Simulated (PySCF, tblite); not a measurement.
# C₄H₁₁F₃SSi₂: geometry, infrared bands and NMR shifts

Wanted: the infrared bands and NMR shifts of C₄H₁₁F₃SSi₂ (`CC[SiH2][SiH2]SCC(F)(F)F`), by calculation.

Computed with tblite 0.8.0 and PySCF 2.14.0, with density-fitted response routines of our own, on a single molecule in the gas phase. Atoms count from 0, in the outputs and in this text.

## Step 1: The molecule as given

21 atoms, charge 0, multiplicity 1; geometry from: force field or distance geometry start.

Bonds of the start (Å): C0–C1 1.51, C1–Si2 1.87, Si2–Si3 2.24, Si3–S4 2.17, S4–C5 1.85, C5–C6 1.50, C6–F7 1.39, C6–F8 1.37, C6–F9 1.41, C0–H10 1.11, C0–H11 1.10, C0–H12 1.12, C1–H13 1.11, C1–H14 1.10, Si2–H15 1.45, Si2–H16 1.48, Si3–H17 1.47, Si3–H18 1.46, C5–H19 1.11, C5–H20 1.10.

## Step 2: Relaxing the molecule with GFN2-xTB

Job settings and geometry (Å):

```
{"job": {"kind": "relax", "xc": "GFN2-xTB", "basis": "xTB"}, "charge": 0, "multiplicity": 1}
C      4.108100    -0.214600     0.403600
C      2.784700    -0.164000    -0.313500
Si     1.473800     0.707500     0.703800
Si    -0.435300    -0.353400     0.197000
S     -2.023400     0.649000     1.285600
C     -3.355800     0.802600     0.017800
C     -3.873800    -0.572300    -0.291600
F     -4.878600    -0.452000    -1.243200
F     -2.891200    -1.398100    -0.766900
F     -4.438700    -1.021600     0.921900
H      4.013400     0.378100     1.333300
H      4.881700     0.220500    -0.241900
H      4.368300    -1.280800     0.617100
H      2.467200    -1.211200    -0.486900
H      2.826900     0.355500    -1.282200
H      1.702300     0.643800     2.139100
H      1.406500     2.134400     0.299200
H     -0.643100    -0.175600    -1.250100
H     -0.423500    -1.765500     0.586200
H     -2.938700     1.273300    -0.901600
H     -4.139700     1.461400     0.427500
```

Run with:

```
> OMP_NUM_THREADS=1 python probes_run.py task.json out
```

One launch serves the whole session: the jobs run in the order shown.

**Question.** This job is followed by: GFN2-xTB harmonic vibrations, gas phase; GIAO PBE0/pcSseg-1 NMR shielding, non-relativistic, gas phase. Predict these results of the whole session: strongest single infrared mode (GFN2-xTB); zero-point energy (GFN2-xTB); 13C shifts against TMS (PBE0/pcSseg-1); 1H shifts against TMS (PBE0/pcSseg-1, means over atoms taken as alike); 29Si shifts against TMS (PBE0/pcSseg-1); 33S shifts against CS2 (PBE0/pcSseg-1); 19F shifts against CFCl3 (PBE0/pcSseg-1, means over atoms taken as alike).

**Answer**, as computed:

| quantity | value |
| --- | --- |
| strongest single infrared mode (GFN2-xTB) | 653 cm⁻¹, 755 km/mol |
| zero-point energy (GFN2-xTB) | 88.0 kcal/mol |
| 13C shifts against TMS (PBE0/pcSseg-1) | 135.7, 42.2, 14.6, 5.4 ppm |
| 1H shifts against TMS (PBE0/pcSseg-1, means over atoms taken as alike) | 4.78, 3.94, 3.04, 1.26, 0.75 ppm |
| 29Si shifts against TMS (PBE0/pcSseg-1) | -42.3, -67.5 ppm |
| 33S shifts against CS2 (PBE0/pcSseg-1) | -195 ppm |
| 19F shifts against CFCl3 (PBE0/pcSseg-1, means over atoms taken as alike) | -80.5 ppm |

In words: The optimisation took 133 steps and gained 0.850 eV; among the close pairs (by a distance rule), C6–F9 changed most, from 1.412 to 1.334 Å. No mode is imaginary among the 57: a minimum at this level. The strongest single mode, at 653 cm⁻¹, is spread over several atoms, H15, H16, H18, H17 among them. GFN2-xTB is a fitted tight-binding method: band positions and strengths are rough. Its intensities can rank the bands wrongly. At PBE0/pcSseg-1: The widest tensor belongs to S4: span 344 ppm, with a paramagnetic part of -363 ppm.
